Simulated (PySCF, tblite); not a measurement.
**C7H5N2P: geometry, infrared bands and NMR shifts**

Aim: predict the infrared bands and NMR shifts of C7H5N2P (`C#CCn1cpc(C#C)n1`).

The runs use tblite 0.8.0 and PySCF 2.14.0, with density-fitted response routines of our own; the level of theory stands in each step. All values are computed, except where a source is named. Atoms are numbered from 0 throughout.

## 1. Starting geometry

15 atoms, charge 0, multiplicity 1; geometry from: force field or distance geometry start.

Bonds of the start (Å): C0–C1 1.21, C1–C2 1.44, C2–N3 1.49, N3–C4 1.33, C4–P5 1.87, P5–C6 1.91, C6–C7 1.44, C7–C8 1.21, C6–N9 1.29, N9–N3 1.27, C0–H10 1.08, C2–H11 1.09, C2–H12 1.10, C4–H13 1.08, C8–H14 1.06.

## 2. Relaxing the molecule with GFN2-xTB

Job settings and geometry (Å):

```
{"job": {"kind": "relax", "xc": "GFN2-xTB", "basis": "xTB"}, "charge": 0, "multiplicity": 1}
C     -3.014300    -0.735700     1.091700
C     -2.360300    -0.670100     0.079300
C     -1.546100    -0.610300    -1.107200
N     -0.356100     0.246900    -0.845000
C     -0.429200     1.554200    -1.050400
P      1.267300     2.176900    -0.586900
C      1.806000     0.401300    -0.143900
C      3.047800    -0.135600     0.356800
C      4.097300    -0.588800     0.752200
N      0.723400    -0.253200    -0.397500
H     -3.633800    -0.794100     1.979400
H     -1.251000    -1.612900    -1.419400
H     -2.100300    -0.110800    -1.921000
H     -1.268400     2.120900    -1.426600
H      5.013300    -0.980700     1.111100
```

On the command line:

```sh
OMP_NUM_THREADS=1 python probes_run.py task.json out
```

The driver reads the jobs from task.json and runs them one after another.

**Question.** This job is followed by: GFN2-xTB harmonic vibrations, gas phase; GIAO PBE0/pcSseg-1 NMR shielding, non-relativistic, gas phase. Predict these results of the whole session: strongest single infrared mode (GFN2-xTB); zero-point energy (GFN2-xTB); ¹³C shifts against TMS (PBE0/pcSseg-1); ¹H shifts against TMS (PBE0/pcSseg-1, means over atoms taken as alike); ¹⁵N shifts against NH3 (PBE0/pcSseg-1); ³¹P shifts against H3PO4 (PBE0/pcSseg-1).

**Answer**, as computed:

| quantity | value |
| --- | --- |
| strongest single infrared mode (GFN2-xTB) | 1343 cm⁻¹, 82 km/mol |
| zero-point energy (GFN2-xTB) | 61.8 kcal/mol |
| ¹³C shifts against TMS (PBE0/pcSseg-1) | 164.9, 162.7, 92.9, 83.1, 82.9, 82.8, 46.0 ppm |
| ¹H shifts against TMS (PBE0/pcSseg-1, means over atoms taken as alike) | 8.98, 5.23, 3.20, 1.97 ppm |
| ¹⁵N shifts against NH3 (PBE0/pcSseg-1) | 389.6, 248.1 ppm |
| ³¹P shifts against H3PO4 (PBE0/pcSseg-1) | 161.4 ppm |

Relaxing lowered the energy by 1.183 eV in 105 steps; the close pair that moved most is C4–P5, from 1.866 to 1.721 Å. All 39 modes are real, so the xTB geometry is a minimum. The strongest single mode, at 1343 cm⁻¹, moves mainly N3. GFN2-xTB is a fitted tight-binding method: band positions and strengths are rough. Its intensities can rank the bands wrongly. At PBE0/pcSseg-1: The largest span, 548 ppm, is at N9, where the paramagnetic term is -448 ppm. NICS(1)zz of -28 ppm above the planar ring from N3 marks a diatropic (aromatic) ring current.
